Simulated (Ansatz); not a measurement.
# NiMoIrPdW (P-3m1) in Ansatz: relaxation of cell and atoms with PBE+D4

Aim: the relaxation of cell and atoms of NiMoIrPdW with PBE+D4.

Program: Ansatz 0.2.0. These are calculated values, not measurements. Logs are shortened: lines on timing, memory, paths and dates and some standing lists are left out, and cuts for length are marked.

## 1. Starting point

It takes space group P-3m1 (No. 164, trigonal). The conventional cell has a = 2.771 Å, b = 2.771 Å, c = 22.020 Å, α = 90.00°, β = 90.00°, γ = 120.00°. Ni (site symmetry 3m) has 3 Mo at 2.55 Å and 3 Pd at 2.65 Å and 6 Ni at 2.77 Å as nearest neighbours. Around Mo (site symmetry 3m) lie 3 Ni at 2.55 Å and 3 Ir at 2.76 Å and 6 Mo at 2.77 Å. Pd (site symmetry 3m) is surrounded by 3 Ni at 2.65 Å and 9 Pd at 2.77 to 2.84 Å. Ir (site symmetry 3m) is surrounded by 3 Mo at 2.76 Å and 3 W at 2.77 Å and 6 Ir at 2.77 Å. W (site symmetry 3m) is surrounded by 3 Ir at 2.77 Å and 9 W at 2.77 to 2.93 Å.

The cell was built by a generator and needn't be a form met in nature.

## 2. Relaxation of cell and atoms, PBE+D4, collinear spin, ferromagnetic start

The input, input.yaml:

```yaml
crystal:
  lattice:
    - [2.77081, 0.0, 0.0]
    - [-1.3854, 2.39959, 0.0]
    - [0.0, 0.0, 22.01991]
  atoms:
    - { symbol: Ni, position: [0.33333, 0.66667, 0.85081], spin: 1.0 }
    - { symbol: Ni, position: [0.66667, 0.33333, 0.14919], spin: 1.0 }
    - { symbol: Mo, position: [0.66667, 0.33333, 0.76059], spin: 1.0 }
    - { symbol: Mo, position: [0.33333, 0.66667, 0.23941], spin: 1.0 }
    - { symbol: Pd, position: [0.33333, 0.66667, 0.05329] }
    - { symbol: Pd, position: [0.66667, 0.33333, 0.94671] }
    - { symbol: Ir, position: [0.33333, 0.66667, 0.65826], spin: 0.6 }
    - { symbol: Ir, position: [0.66667, 0.33333, 0.34174], spin: 0.6 }
    - { symbol: W, position: [0.33333, 0.66667, 0.44418] }
    - { symbol: W, position: [0.66667, 0.33333, 0.55582] }
hamiltonian:
  xc: pbe
  pseudopotentials: { kind: paw }
  dispersion: d4
magnetization:
  spin_polarized: true
kpoints:
  mp_grid: { grid: [8, 8, 1] }
scf:
  occupations: { method: fermi_dirac, width: 0.05 }
output:
  forces: true
  stress: true
  eigenvalues: true
relax:
  f_tol: 0.01
  max_steps: 40
  cell: { stress_tol: 0.05 }
```

Potentials or basis: Ansatz PAW.

On the command line:

```sh
$ ansatz run input.yaml --threads 8 --pin off --max-ram 20480MiB --backend cpu --events-out ev --progress --plain --runs-dir out
```

Output:

```text
Warning: the atoms were moved onto the symmetric positions of the space group found under crystal.symmetry.tolerance 1.0e-5 (fractional; no operation is sought that the atoms, as they stand in a round, miss by more than twice it, and no atom is moved by as much as it), and the run uses the moved positions. Before a round's move an operation carried an atom to 2.77e-5 Å from where it should land, the largest such distance. Atom 0 (counting from 0) moved farthest, by 1.60e-5 Å; the longest move in fractions of the cell, of whichever atom, is 0.47 of the tolerance, in 1 round. To run the atoms as typed, lower crystal.symmetry.tolerance until the operations that they miss are no longer found, or set crystal.symmetry.detect: false (a key that needs symmetry detection or time reversal refuses this as the deck is read). The positions used, in the order of the run's atom list: position: [0.3333333333333333, 0.6666666666666666, 0.85081]; position: [0.6666666666666666, 0.3333333333333333, 0.14919]; position: [0.6666666666666666, 0.3333333333333333, 0.76059]; position: [0.3333333333333333, 0.6666666666666666, 0.23941]; position: [0.3333333333333333, 0.6666666666666666, 0.05329]; position: [0.6666666666666666, 0.3333333333333333, 0.94671]; position: [0.3333333333333333, 0.6666666666666666, 0.65826]; position: [0.6666666666666666, 0.3333333333333333, 0.34174]; position: [0.3333333333333333, 0.6666666666666666, 0.44418]; position: [0.6666666666666666, 0.3333333333333333, 0.55582]; The lattice was moved too: crystal.lattice keeps the space group found at crystal.symmetry.tolerance 1.0e-5 only nearly: the operation that it misses by the most changes a squared length by the fraction 4.17e-6. The run uses the lattice that is a stretch of the typed one, with no rotation, onto the one that keeps every operation to a double's rounding (on a very oblique basis the stretch itself rounds by more); the deck's lattice vector that moved farthest moved by 3.08e-6 Å. To run the lattice as typed, set crystal.symmetry.tolerance under 7.49e-7, the least fraction by which an operation that the lattice misses changes a squared length (the same key also sets how far an atom may lie from its image, so lowering it can lose operations that the atoms keep only within it), or set crystal.symmetry.detect: false, as for the atoms. crystal.lattice made exact, in Å and degrees: [[2.7708089324464433, -2.886751345969702e-6, 0.0], [-1.3854019662232218, 2.3995923679071334, 0.0], [0.0, 0.0, 22.01991]]. Pasted over the deck's crystal.lattice, beside positions in fractional coordinates, it runs the same cell (given as lengths and angles, that cell in the form's own orientation, a rigid turn of the misfit's size from the one run here, for which a checkpoint.post_process_only pass over this run's state can be refused: where this run relaxes nothing, give such a pass this deck's own crystal.lattice, as typed; behind a relaxation, as crystal.lattice, the state's own cell, identity.cell in its checkpoint.json), and a matrix so pasted ends this notice, except on a very skew basis of the lattice, where the rounding of the pasted numbers themselves can read as a misfit: the cell is then moved again, and that move is told again. The lattice as run is in this notice's lattice.as_run_ang field (Run.prep()["deck_notices"] in Python, the deck_notice line of an events file, deck_notices of ansatz run --dry-run=json, or deck_notices in record.json in the deck's checkpoint.write directory).
Warning: RAYON_NUM_THREADS=8 ignored (pool sized by the plan → 8); use --threads N
Engine: ansatz 0.2.0, aarch64-unknown-linux-gnu
Pseudopotentials: kind: paw
Pseudopotential: Ni, paw, valence charge 18, recommended cutoff 420 eV (normal), Ni.paw.azcp
Pseudopotential: Mo, paw, valence charge 14, recommended cutoff 420 eV (normal), Mo.paw.azcp
Pseudopotential: Pd, paw, valence charge 18, recommended cutoff 420 eV (normal), Pd.paw.azcp
Pseudopotential: Ir, paw, valence charge 17, recommended cutoff 420 eV (normal), Ir.paw.azcp
Pseudopotential: W, paw, valence charge 14, recommended cutoff 420 eV (normal), W.paw.azcp
Functional definition: PBE
  parameter kappa = 0.804
  parameter beta = 0.06672455060314922
  exchange = pbe_x(kappa = kappa, mu = beta*pi^2/3)
  correlation = pbe_c(beta = beta)
Crystal: 10 atoms, lattice volume = 146.406 Å³
Basis set: ecut = 420 eV, 2881 PW (Γ), exchange–correlation on 40×40×300 points (8 copies of the dense FFT grid, shifted against one another)
Bands: 101, of which v1, the nominal top of the filled ones, is band 81 counted from 1 (80 counted from 0)
Symmetry: 12 space group operations
Space group: P-3m1 (ITA 164), of the structure as read, at distance tolerance 5.3e-5 Å
Magnetic group: BNS 164.85 (UNI 1315), of the structure as read, at distance tolerance 5.3e-5 Å
k-points: 10 of 64
Non-local potential: Ni, projectors of the file, l = 0: 3, l = 1: 2, l = 2: 3, l = 3: 1
Non-local potential: Mo, projectors of the file, l = 0: 3, l = 1: 2, l = 2: 2, l = 3: 1
Non-local potential: Pd, projectors of the file, l = 0: 2, l = 1: 2, l = 2: 2, l = 3: 1
Non-local potential: Ir, projectors of the file, l = 0: 3, l = 1: 2, l = 2: 2, l = 3: 1
Non-local potential: W, projectors of the file, l = 0: 3, l = 1: 2, l = 2: 2, l = 3: 1
PAW form: soft (Blöchl's): semilocal exchange-correlation on the pseudo side does not see the compensation charge
PAW one-centre angular grid: Ni, 590 points (default); XC on 64 Gauss nodes
PAW one-centre angular grid: Mo, 590 points (default); XC on 64 Gauss nodes
PAW one-centre angular grid: Pd, 590 points (default); XC on 64 Gauss nodes
PAW one-centre angular grid: Ir, 590 points (default); XC on 64 Gauss nodes
PAW one-centre angular grid: W, 590 points (default); XC on 64 Gauss nodes
Initial density: superposition of atomic densities (chi_scale 0.1, normalization cell)
[... 183 lines left out ...]
  Σ components = -80183.839962   (vs F -80183.839962, Δ=0.00e0)
--- Forces (eV/Å), atoms counted from 1 ---
  atom   1  Ni     0.00000000     0.00000000     0.00065207
  atom   2  Ni    -0.00000000    -0.00000000    -0.00065207
  atom   3  Mo     0.00000000     0.00000000    -0.00123651
  atom   4  Mo    -0.00000000    -0.00000000     0.00123651
  atom   5  Pd    -0.00000000    -0.00000000     0.00061549
  atom   6  Pd     0.00000000     0.00000000    -0.00061549
  atom   7  Ir    -0.00000000    -0.00000000     0.00216938
  atom   8  Ir     0.00000000     0.00000000    -0.00216938
  atom   9  W     -0.00000000    -0.00000000    -0.00000610
  atom  10  W      0.00000000     0.00000000     0.00000610
  max |Σ_I F_I| component: 2.66e-17 eV/Å
--- Stress (GPa, compression-positive) ---
        0.009090      -0.000000      -0.000000
       -0.000000       0.009090      -0.000000
       -0.000000      -0.000000       0.006618
  P = ⅓ Tr σ = 0.0083 GPa (0.083 kbar)
--- Band table (eV; the first three rows and the last of 20) ---
  k-point 0 ↑: bands = ["-81.6931", "-81.6931", "-71.1461", "-71.1461", "-62.7116", "-62.6910", "-52.3497", "-52.3081", "-42.2960", "-42.2960", "-41.9606", "-41.9606", "-41.9606", "-41.9606", "-39.6078", "-39.6078", "-28.4758", "-28.3059", "-28.2913", "-28.2913", "-28.2691", "-28.2691", "-28.0273", "-28.0272", "-27.7745", "-27.7745", "-27.7745", "-27.7745", "-16.9683", "-16.4611", "-15.9714", "-15.9714", "-15.9191", "-15.9191", "-13.7730", "-13.7730", "-12.9686", "-12.9686", "-12.9686", "-12.9686", "11.7652", "12.2844", "13.6882", "14.1417", "14.4716", "14.6695", "15.3883", "15.9204", "16.4037", "16.5035", "18.0985", "18.0985", "18.1116", "18.1116", "18.4277", "18.4692", "18.5926", "18.6027", "18.6027", "18.7619", "18.7619", "19.3503", "19.3676", "19.3676", "19.3913", "19.4430", "19.4430", "19.7202", "19.7202", "19.7698", "19.7698", "19.8415", "19.8415", "19.8762", "19.9299", "19.9299", "19.9372", "20.4503", "20.4503", "20.7925", "20.7933", "20.7933", "21.1370", "21.1370", "21.1946", "21.1946", "21.2295", "21.6683", "21.6683", "21.7608", "21.7608", "22.4342", "23.9165", "23.9165", "23.9522", "23.9522", "24.3536", "24.3536", "25.3651", "25.3651", "29.8815"]
  k-point 1 ↑: bands = ["-81.6924", "-81.6924", "-71.1407", "-71.1407", "-62.7055", "-62.6863", "-52.3318", "-52.2930", "-42.2946", "-42.2946", "-41.9686", "-41.9686", "-41.9626", "-41.9626", "-39.5781", "-39.5781", "-28.4659", "-28.3455", "-28.3145", "-28.3041", "-28.2977", "-28.2793", "-28.0164", "-28.0163", "-27.8538", "-27.8538", "-27.7936", "-27.7936", "-16.9276", "-16.4605", "-16.1532", "-16.1079", "-16.0191", "-15.9586", "-13.7432", "-13.7432", "-13.1668", "-13.1668", "-13.0135", "-13.0135", "12.3756", "12.8583", "14.2362", "14.6399", "14.8987", "15.2382", "15.8569", "16.3815", "16.7194", "16.8038", "17.6798", "17.7314", "18.1956", "18.3128", "18.3845", "18.4011", "18.4330", "18.5579", "18.5729", "18.5984", "18.7425", "18.8912", "19.0442", "19.1510", "19.2446", "19.3793", "19.4126", "19.5305", "19.5727", "19.6221", "19.7138", "19.7890", "19.8318", "19.8905", "19.9000", "19.9467", "20.2308", "20.2879", "20.3641", "20.4796", "20.4840", "20.8277", "20.8826", "20.9327", "21.1600", "21.5176", "21.6529", "21.7497", "21.8833", "21.9059", "22.0992", "23.0157", "23.7523", "23.8953", "23.9717", "24.2490", "24.9036", "25.0208", "25.4160", "26.4699", "29.9734"]
  k-point 2 ↑: bands = ["-81.6904", "-81.6904", "-71.1278", "-71.1278", "-62.6906", "-62.6752", "-52.2878", "-52.2568", "-42.2914", "-42.2914", "-41.9881", "-41.9880", "-41.9675", "-41.9675", "-39.5055", "-39.5055", "-28.4647", "-28.4541", "-28.3998", "-28.3343", "-28.3043", "-28.3000", "-28.0422", "-28.0422", "-27.9900", "-27.9900", "-27.8395", "-27.8395", "-16.8417", "-16.6462", "-16.5296", "-16.3906", "-16.1307", "-16.0542", "-13.6708", "-13.6708", "-13.6295", "-13.6294", "-13.1202", "-13.1202", "13.8265", "14.1252", "15.2642", "15.6702", "15.7364", "15.9816", "16.3524", "16.6711", "16.8876", "17.0958", "17.4236", "17.4909", "17.6413", "17.6779", "17.8271", "18.0949", "18.2560", "18.4362", "18.4547", "18.5179", "18.7492", "19.0569", "19.1389", "19.2055", "19.3197", "19.4052", "19.4974", "19.5076", "19.6511", "19.6748", "19.8401", "19.8545", "19.8672", "19.9323", "20.0817", "20.1224", "20.2124", "20.3027", "20.4083", "20.4646", "20.6072", "20.6230", "21.0286", "21.3412", "21.6164", "22.3667", "22.4230", "22.6963", "22.8850", "22.9968", "23.3075", "23.4833", "23.8922", "24.0928", "24.1641", "24.4169", "25.4252", "26.2499", "26.4675", "28.7767", "30.0502"]
  k-point 9 ↓: bands = ["-81.6872", "-81.6872", "-71.1056", "-71.1056", "-62.6621", "-62.6593", "-52.2061", "-52.2004", "-42.2859", "-42.2859", "-42.0057", "-42.0057", "-41.9911", "-41.9911", "-39.3793", "-39.3793", "-28.5580", "-28.5385", "-28.4753", "-28.4451", "-28.3426", "-28.3218", "-28.2087", "-28.2087", "-28.0685", "-28.0685", "-27.9450", "-27.9450", "-17.0146", "-16.9604", "-16.6962", "-16.6260", "-16.4762", "-16.4277", "-14.0253", "-14.0253", "-13.6823", "-13.6823", "-13.5455", "-13.5455", "15.8962", "15.9184", "16.0667", "16.2699", "16.6759", "16.6880", "16.9705", "17.0343", "17.0360", "17.3867", "17.4164", "17.4903", "17.5308", "17.6594", "17.8278", "18.1445", "18.1450", "18.1919", "18.2516", "18.3641", "18.7691", "18.8751", "18.9712", "19.0645", "19.0680", "19.1683", "19.2620", "19.2834", "19.5565", "19.7569", "19.8679", "20.1415", "20.4355", "20.7377", "20.7731", "20.9556", "21.1268", "21.2305", "21.2448", "21.6167", "21.6545", "21.9049", "22.4502", "22.9659", "23.0072", "23.3578", "23.3604", "23.7900", "24.6178", "25.1070", "25.7485", "26.1856", "26.3112", "26.3445", "27.5288", "27.6817", "28.1350", "28.2478", "28.7373", "28.8534", "29.1920"]
--- Relaxed structure (5 steps of the walk, 4 accepted, 1 SCFs on fresh bases) ---
  F+E_penalty+E_count = -80183.83996232 eV   max|allowed force component| = 2.169e-3 eV/Å   (the final SCF, on the basis selected at the relaxed cell)
  cell:  # Å, volume = 143.0758 Å³
    - [2.750466737625639, -2.8655579473222598e-6, -3.2399970285140574e-33]
    - [-1.3752308871668413, 2.3819754998268854, 5.828868615763944e-33]
    - [-2.574855690631567e-32, 3.86228353594735e-32, 21.838495295883167]
  atoms:
    - { symbol: Ni, position: [0.33333333333333326, 0.6666666666666665, 0.851028780149912] }
    - { symbol: Ni, position: [0.6666666666666666, 0.3333333333333333, 0.14897121985008796] }
    - { symbol: Mo, position: [0.6666666666666666, 0.3333333333333333, 0.7604953725617503] }
    - { symbol: Mo, position: [0.33333333333333326, 0.6666666666666665, 0.23950462743824966] }
    - { symbol: Pd, position: [0.33333333333333326, 0.6666666666666665, 0.05304188421055328] }
    - { symbol: Pd, position: [0.6666666666666666, 0.3333333333333333, 0.9469581157894468] }
    - { symbol: Ir, position: [0.33333333333333326, 0.6666666666666665, 0.6583019956352587] }
    - { symbol: Ir, position: [0.6666666666666666, 0.3333333333333333, 0.3416980043647412] }
    - { symbol: W, position: [0.33333333333333326, 0.6666666666666665, 0.44419894912812685] }
    - { symbol: W, position: [0.6666666666666666, 0.3333333333333333, 0.5558010508718731] }
```

It took 36 s on 8 threads of Arm Neoverse V1, shared host; peak memory 1.1 GiB.

What came out:

| Item | Value |
| --- | --- |
| Free energy | -80183.8400 eV |
| Relaxed volume | 14.31 Å³/atom |
| Relaxed cell | a = 2.750 Å, b = 2.750 Å, c = 21.838 Å, α = 90.00°, β = 90.00°, γ = 120.00° |
| Space group after relaxing (to 0.05 Å) | P-3m1 (No. 164) |
| Energy gained by relaxing | 6.0 meV/atom |
| Ionic steps | 5 |
| Pressure after relaxing | 0.0 GPa |
| Band gap on the k mesh | none (metal or under the smearing width) |
| Net moment | 0.00 μB per cell |
| Absolute moment | 0.00 μB per cell |

Forces in eV/Å, atoms in the order of the input:
```
Ni   0.000  0.000  0.001
Ni   0.000  0.000 -0.001
Mo   0.000  0.000 -0.001
Mo   0.000  0.000  0.001
Pd   0.000  0.000  0.001
Pd   0.000  0.000 -0.001
Ir   0.000  0.000  0.002
Ir   0.000  0.000 -0.002
W    0.000  0.000  0.000
W    0.000  0.000  0.000
```

Step by step:
```csv
step,energy change (eV),largest force (eV/Å),volume (Å³)
1,0.0000,0.1390,146.41
2,-0.0606,0.0432,143.44
3,-0.0616,0.0136,143.08
4,-0.0617,0.0021,143.08
5,-0.0603,0.0022,143.08
```

Final structure:
```xyz
10
Lattice="2.7505 0.0000 0.0000 -1.3752 2.3820 0.0000 0.0000 0.0000 21.8385" Properties=species:S:1:pos:R:3 pbc="T T T"
Ni    0.0000    1.5880   18.5852
Ni    1.3752    0.7940    3.2533
Mo    1.3752    0.7940   16.6081
Mo    0.0000    1.5880    5.2304
Pd    0.0000    1.5880    1.1584
Pd    1.3752    0.7940   20.6801
Ir    0.0000    1.5880   14.3763
Ir    1.3752    0.7940    7.4622
W     0.0000    1.5880    9.7006
W     1.3752    0.7940   12.1379
```

Levels at points of the mesh, in eV from the Fermi level:
Spin up:
```tsv
k point	band 77	band 78	band 79	band 80	band 81	band 82	band 83	band 84	band 85	band 86
(0.00, 0.00, 0.00)	-1.41	-0.90	-0.90	-0.56	-0.56	-0.56	-0.21	-0.21	-0.16	-0.16
(0.00, -0.50, 0.00)	0.07	0.15	0.74	1.03	1.08	1.26	1.46	1.56	1.77	1.85
```
Spin down:
| k point | band 79 | band 80 | band 81 | band 82 | band 83 | band 84 |
| --- | --- | --- | --- | --- | --- | --- |
| (0.00, 0.00, 0.00) | -0.90 | -0.56 | -0.56 | -0.56 | -0.21 | -0.21 |
| (0.00, -0.50, 0.00) | 0.74 | 1.03 | 1.08 | 1.26 | 1.46 | 1.56 |

Caveat: the plane-wave basis is chosen anew once the cell has moved, so the energies of steps on either side of that aren't comparable; pairwise dispersion overbinds metals, which lowers pressure and volume; the starting moments weren't kept.
